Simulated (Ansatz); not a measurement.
A nudged elastic band was laid between two geometries of a periodic cell of 31 atoms, Al30Ga (host Al, host structure fcc, dopant Ga, one Al atom removed).

Theory: DFT PBE-D3(BJ), scalar-relativistic, plane waves, PAW (Ansatz 0.2.0). Settings: PAW set soft_1, cutoff 420 eV, k mesh 3x3x3, gaussian smearing 0.05 eV, no spin polarisation.

| Item | Value |
| --- | --- |
| movable images | 5 |
| climbing image | yes |
| spring | 5.0 eV/Å² |
| optimiser | fire |
| start path | IDPP |
| force threshold | 0.05 eV/Å |
| iteration limit | 49 |
| end points | relaxed |

Image 0:

```xyz
31
Lattice="8.1000 0.0000 0.0000 0.0000 8.1000 0.0000 0.0000 0.0000 8.1000" Properties=species:S:1:pos:R:3
Al 4.047 0.003 -0.005
Al 6.078 2.020 -0.004
Al 6.078 0.004 2.012
Al -0.003 0.003 -0.005
Al 2.015 2.021 -0.003
Al 4.047 4.063 -0.010
Al 6.083 6.088 -0.012
Al 2.015 0.004 2.015
Ga 4.043 2.094 2.085
Al 6.071 4.066 2.030
Al 4.047 -0.002 4.055
Al 6.070 2.038 4.058
Al 6.084 -0.003 6.080
Al -0.004 4.057 -0.014
Al 2.011 6.089 -0.010
Al -0.004 2.020 2.012
Al 2.020 4.067 2.032
Al 4.046 6.072 2.034
Al -0.005 -0.006 4.050
Al 2.021 2.039 4.060
Al 6.058 6.059 4.048
Al 2.010 -0.003 6.081
Al 4.046 2.043 6.064
Al 6.057 4.055 6.051
Al -0.004 6.097 2.010
Al -0.004 4.059 4.051
Al 2.036 6.060 4.048
Al -0.004 2.019 6.090
Al 2.036 4.055 6.052
Al 4.047 6.065 6.057
Al -0.003 6.085 6.079
```

Image 6:

```xyz
31
Lattice="8.1000 0.0000 0.0000 0.0000 8.1000 0.0000 0.0000 0.0000 8.1000" Properties=species:S:1:pos:R:3
Al 4.050 0.018 0.018
Al 6.062 2.024 0.020
Al 6.062 0.020 2.024
Al 0.000 -0.005 -0.005
Al 2.038 2.024 0.020
Al 4.050 4.037 0.010
Al 6.086 6.083 -0.009
Al 2.038 0.020 2.024
Ga 4.050 4.000 4.000
Al 6.071 4.041 2.015
Al 4.050 0.010 4.037
Al 6.071 2.015 4.041
Al 6.086 -0.009 6.083
Al 0.000 4.062 -0.014
Al 2.014 6.083 -0.009
Al 0.000 2.022 2.022
Al 2.029 4.041 2.015
Al 4.050 6.084 2.017
Al 0.000 -0.014 4.062
Al 2.029 2.015 4.041
Al 6.085 6.078 4.059
Al 2.014 -0.009 6.083
Al 4.050 2.017 6.084
Al 6.085 4.059 6.078
Al 0.000 6.085 2.022
Al 0.000 4.060 4.060
Al 2.015 6.078 4.059
Al 0.000 2.022 6.085
Al 2.015 4.059 6.078
Al 4.050 6.078 6.078
Al 0.000 6.077 6.077
```

(1) Which bonds break or form, and what moves?

(2) What energy profile does the band end with?

(3) What is the geometry of the highest image?

The band took 19 iterations and about 100 core-minutes.

Answers

(1) The atom that moves furthest is Ga9, by 2.70 Å; four of its nearest neighbours are Al17 2.83, Al20 2.83, Al12 2.83, Al10 2.83 Å at the first end and Al10 2.83, Al12 2.83, Al17 2.83, Al20 2.83 Å at the last.

(2) The forces met the threshold. The highest image is number 3 of 0 to 6, 0.44 eV above the ends, which have the same energy within 2 meV. By the program's own check the climbing image is a first-order saddle point (lowest curvatures found: -1.20 and 0.55 eV/Å²). Limits of this set-up: coarse k mesh, a small cell, in which the defect meets its images, a typed lattice constant that wasn't relaxed here.

```csv
image,path coordinate (Å),energy (eV)
0,0.00,0.00
1,0.46,0.11
2,0.92,0.33
3,1.39,0.44
4,1.85,0.33
5,2.32,0.10
6,2.79,0.00
```

(3) 
```xyz
31
Lattice="8.1000 0.0000 0.0000 0.0000 8.1000 0.0000 0.0000 0.0000 8.1000" Properties=species:S:1:pos:R:3
Al 4.048 0.009 0.005
Al 6.048 2.018 0.029
Al 6.046 0.033 2.015
Al -0.002 0.004 0.001
Al 2.048 2.018 0.029
Al 4.048 4.031 0.029
Al 6.084 6.087 -0.010
Al 2.050 0.032 2.015
Ga 4.048 3.046 3.031
Al 6.207 4.109 1.968
Al 4.048 0.031 4.029
Al 6.200 1.972 4.105
Al 6.085 -0.007 6.084
Al -0.002 4.062 -0.069
Al 2.012 6.087 -0.010
Al -0.002 2.017 2.015
Al 1.889 4.109 1.968
Al 4.048 6.048 2.046
Al -0.002 -0.063 4.058
Al 1.896 1.972 4.105
Al 6.048 6.048 4.059
Al 2.011 -0.007 6.084
Al 4.048 2.048 6.046
Al 6.046 4.062 6.044
Al -0.002 6.146 2.015
Al -0.002 4.062 4.059
Al 2.048 6.048 4.059
Al -0.002 2.019 6.140
Al 2.050 4.062 6.045
Al 4.048 6.072 6.068
Al -0.002 6.076 6.073
```

The run took 36 min on 4 threads of Arm Neoverse V1 (shared host), peak memory 4.2 GiB.
